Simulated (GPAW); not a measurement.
Runs of GPAW 26.7.0 on SiF. It takes space group Pm-3m (No. 221, cubic). Conventional cell: a = 3.029 Å, b = 3.029 Å, c = 3.029 Å, α = 90.00°, β = 90.00°, γ = 90.00°. Around Si (site symmetry m-3m) lie 8 F at 2.62 Å. F (site symmetry m-3m) is surrounded by 8 Si at 2.62 Å. The cell was built by a generator and needn't be a form met in nature.

```tsv
level	potentials or basis	older calculator (legacy_gpaw)	pressure (GPa)
RPBE	the program's PAW data sets (release 1.2.1) made for this functional, pw	-	1.7
LDA	the program's PAW data sets (release 1.2.1) made for this functional, pw	-	-6.8
PW91	PAW data sets generated in the run's folder for this functional, pw	-	(a)
SCAN	GPAW PAW data sets (gpaw-data 1.2.1), pw	-	-2.3
PBEsol	PAW data sets generated in the run's folder for this functional, pw	-	(b)
```

Alike in all rows: task band structure; no spin polarisation; cell as given; k mesh 9 × 9 × 9; cutoff (eV) 800; smearing fermi-dirac 0.05 eV.

Estimate the missing entries.

(a) -0.7; (b) -4.6.

Caveats: an odd number of electrons without spin polarisation forces a metal; a magnetic or distorted state may lie lower; the PAW data sets were made with another functional, which shifts forces and pressure a little (some runs).

Runs at the PBE level aren't shown here.
